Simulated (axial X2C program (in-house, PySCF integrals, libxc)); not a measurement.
# A two-component session on RuS⁺: EOM-IP-CCSD levels

Wanted for RuS⁺: EOM-IP-CCSD levels, at the two-component level.

Computed with an in-house X2C program for linear molecules on PySCF integrals. Level: two-component X2C with atomic mean-field terms, Ru dyall-cv3z, S dyall-av3z.

All values are calculated.

## 1. The job

Contents of task.json:

```json
{"zs": [44, 16], "q": 1, "bas": ["dyall-cv3z", "dyall-av3z"], "r0": 2.08, "eom": "ip", "rq": 0, "thr": -2.0, "nmax": 95, "grid": [1, 0.96, 1.045, 0.92, 1.09, 1.15]}
```

Keys: zs atomic numbers; q charge; bas basis sets; r0 starting distance in Å; eom kind of EOM run; thr threshold in hartree for freezing inner shells (an s shell follows its p shell); nmax most natural virtual spinors; grid distances as factors.

Run with:

```bash
$ python soeom.py task.json out
```

Nuclei are Gaussian, cores are contracted, and the Gaunt term is on.

## 2. EOM-IP-CCSD at 2.083 Å

Reference: the closed shell RuS; 14 electrons correlated, 92 virtual spinors; roots sought by Ω: 1/2: 4, 3/2: 3, 5/2: 1.

Output:

```text
two-component X2C + atomic mean field  HF
basis functions 212  fitting functions 988  grid points 5079
iter        total energy     max residual
   1      -4924.561372712     1.23e+00
   2      -4924.680034098     1.73e-02
   3      -4924.678096650     2.19e-02
   4      -4924.691600794     3.79e-03
   5      -4924.693322880     3.50e-03
   6      -4924.694226502     3.24e-03
   7      -4924.694890099     2.93e-03
   8      -4924.695598120     2.44e-03
   9      -4924.696506952     1.53e-03
  10      -4924.697065325     3.87e-04
  11      -4924.697115635     2.16e-04
  12      -4924.697127938     2.12e-04
  13      -4924.697134819     1.80e-04
  14      -4924.697140753     1.17e-04
  15      -4924.697144446     5.58e-05
  16      -4924.697145245     2.56e-05
  17      -4924.697145484     8.50e-06
  18      -4924.697145497     3.11e-06
  19      -4924.697145499     2.22e-06
  20      -4924.697145500     1.43e-06
converged
one-electron -7147.81295737  Coulomb 2204.05280803  exact exchange -157.48627347  xc functional 0.00000000  nuclear repulsion 178.84817882  atomic mean-field constant -2.29890152
correlated 14  virtual 290  natural virtual 92  E(MP2) -0.462917862  MP2 remainder -0.038331457
iter   CCSD correlation   residual
   1     -0.393637992   3.18e-01
   2     -0.418155059   2.27e-01
   3     -0.428472534   8.46e-02
   4     -0.432411996   4.65e-02
   5     -0.433809348   2.56e-02
   6     -0.434161922   1.56e-02
   7     -0.434305747   1.13e-02
   8     -0.434463197   7.81e-03
   9     -0.434452787   5.69e-03
  10     -0.434338431   4.30e-03
  11     -0.434380773   3.20e-03
  12     -0.434336646   2.27e-03
  13     -0.434395389   1.62e-03
  14     -0.434334892   1.18e-03
  15     -0.434311810   7.35e-04
  16     -0.434299409   4.49e-04
  17     -0.434286778   3.16e-04
  18     -0.434286494   2.31e-04
  19     -0.434287754   1.65e-04
  20     -0.434287306   1.17e-04
  21     -0.434288411   8.92e-05
  22     -0.434286433   7.26e-05
  23     -0.434286640   5.62e-05
  24     -0.434285838   3.73e-05
  25     -0.434285771   2.69e-05
  26     -0.434286159   2.11e-05
  27     -0.434286341   1.53e-05
  28     -0.434286661   1.11e-05
  29     -0.434286889   8.16e-06
  30     -0.434286862   6.15e-06
  31     -0.434287018   4.62e-06
  32     -0.434286968   3.47e-06
  33     -0.434286996   2.48e-06
  34     -0.434287031   1.81e-06
  35     -0.434287041   1.42e-06
(T) -0.033748499  T1 0.1141  D1 0.2248  max T2 0.092
EOM-IP-CCSD roots
2*Omega      energy/Eh   energy/eV  one-particle weight
    1       0.29398021      7.9996      0.913
    1       0.38076399     10.3611      0.875
    1       0.40802601     11.1030      0.085
    1       0.41839638     11.3851      0.462
    3       0.31010831      8.4385      0.863
    3       0.38077697     10.3615      0.826
    3       0.41804961     11.3757      0.000
    5       0.31480671      8.5663      0.796
```

T1 in the output is the amplitude norm over the root of the electron number; divide by √2 for the Lee–Taylor value.

```tsv
Ω	vertical IE (eV)	above lowest (cm⁻¹)	spinor	weight
1/2	8.000	0	28% S pπ, 20% S pσ, 18% Ru dσ	0.91
3/2	8.438	3540	47% Ru dδ, 35% S pπ, 8% Ru dπ	0.86
5/2	8.566	4570	99% Ru dδ	0.80
1/2	10.361	19050	43% Ru dπ, 41% S pπ, 7% S pσ	0.87
3/2	10.361	19050	44% S pπ, 41% Ru dπ, 8% Ru dδ	0.83
```

Run time: 17 s. Hardware: 1 thread of Arm Neoverse V2, shared host; peak memory 0.88 GiB.

## 3. EOM-IP-CCSD at 2.000 Å

```tsv
Ω	vertical IE (eV)	above lowest (cm⁻¹)	spinor	weight
1/2	7.908	0	22% S pπ, 21% S pσ, 20% Ru dσ	0.92
3/2	8.420	4140	57% Ru dδ, 25% S pπ, 9% Ru dπ	0.87
5/2	8.424	4160	98% Ru dδ	0.83
3/2	10.716	22650	49% S pπ, 39% Ru dπ	0.86
1/2	10.743	22870	44% S pπ, 42% Ru dπ	0.88
```

Run time: 16 s. Hardware: 1 thread of Arm Neoverse V2, shared host; peak memory 0.89 GiB.

## 4. EOM-IP-CCSD at 2.177 Å

```tsv
Ω	vertical IE (eV)	above lowest (cm⁻¹)	spinor	weight
1/2	8.067	0	36% S pπ, 18% S pσ, 17% Ru dσ	0.90
3/2	8.414	2800	48% S pπ, 35% Ru dδ, 6% Ru dπ	0.87
5/2	8.736	5400	99% Ru dδ	0.76
1/2	10.025	15800	45% Ru dπ, 37% S pπ, 10% S pσ	0.86
3/2	10.089	16310	45% Ru dπ, 36% S pπ, 15% Ru dδ	0.77
```

Wall time 18 s (1 thread of Arm Neoverse V2, shared host); peak memory 0.92 GiB.

## 5. EOM-IP-CCSD at 1.916 Å

```tsv
Ω	vertical IE (eV)	above lowest (cm⁻¹)	spinor	weight
1/2	7.798	0	23% S pσ, 20% Ru dσ, 17% S pπ	0.93
5/2	8.300	4050	98% Ru dδ	0.85
3/2	8.385	4740	66% Ru dδ, 18% S pπ, 9% Ru dπ	0.88
3/2	11.183	27310	50% S pπ, 38% Ru dπ	0.74
1/2	11.207	27500	45% S pπ, 41% Ru dπ	0.87
```

Run time: 14 s. Hardware: 1 thread of Arm Neoverse V2, shared host; peak memory 0.93 GiB.

## 6. EOM-IP-CCSD at 2.271 Å

```tsv
Ω	vertical IE (eV)	above lowest (cm⁻¹)	spinor	weight
1/2	8.085	0	45% S pπ, 15% S pσ, 14% Ru dσ	0.90
3/2	8.327	1960	61% S pπ, 24% Ru dδ, 6% Ru pπ	0.88
5/2	8.904	6610	99% Ru dδ	0.71
1/2	9.776	13640	47% Ru dπ, 30% S pπ, 14% S pσ	0.84
3/2	9.937	14940	49% Ru dπ, 25% S pπ, 23% Ru dδ	0.70
```

It took 18 s on 1 thread of Arm Neoverse V2, shared host; peak memory 0.93 GiB.

## 7. EOM-IP-CCSD at 2.395 Å

```tsv
Ω	vertical IE (eV)	above lowest (cm⁻¹)	spinor	weight
1/2	8.045	0	58% S pπ, 12% S pσ, 11% Ru dσ	0.90
3/2	8.154	880	73% S pπ, 14% Ru dδ	0.89
5/2	9.124	8700	100% Ru dδ	0.66
1/2	9.562	12240	48% Ru dπ, 21% S pπ, 20% S pσ	0.81
3/2	9.878	14780	54% Ru dπ, 31% Ru dδ, 14% S pπ	0.61
```

Run time: 18 s. Hardware: 1 thread of Arm Neoverse V2, shared host; peak memory 0.93 GiB.

## 8. Curves of the states

Energies in eV from the lowest point of the lowest state; states are followed by energy order within each Ω.

```tsv
R (Å)	(1)Ω=1/2	(1)Ω=3/2	(1)Ω=5/2	(2)Ω=3/2
1.916	0.1070	0.6947	0.6097	3.4926
2.000	0.0000	0.5129	0.5161	2.8083
2.083	0.0784	0.5173	0.6451	2.4403
2.177	0.2938	0.6413	0.9637	2.3159
2.271	0.5834	0.8261	1.4030	2.4361
2.395	1.0038	1.1127	2.0821	2.8361
```

Constants where the minimum is well bracketed (masses 101.904 and 31.972 u):

```tsv
state	Te (cm⁻¹)	Re (Å)	ωe (cm⁻¹)
(1)Ω=1/2	0	2.000	540
(1)Ω=3/2	4010	2.036	474
(1)Ω=5/2	4150	1.988	609
```

## 9. Results

| quantity | value |
| --- | --- |
| lowest root at 2.083 Å | Ω = 1/2, 8.000 eV |
| next root led by one particle | Ω = 3/2, about 3540 cm⁻¹ higher |
| T1 of the reference | 0.081 |
| lowest state, Re and ωe | 2.000 Å, 540 cm⁻¹ |

What this shows: Removing an electron from the reference determinant of RuS costs 8.00 eV and empties a spinor of 28% S pπ, 20% S pσ, 18% Ru dσ. The closed-shell reference lies 1.34 eV above the lowest determinant found, so these energies count from an excited configuration. Errors of 0.1 to 0.3 eV are usual at this size, and roots led by higher excitations are left out, so the list is incomplete, and low states of that kind can be missing. T1 or the largest double amplitude of the reference is raised, which lowers the reliability.
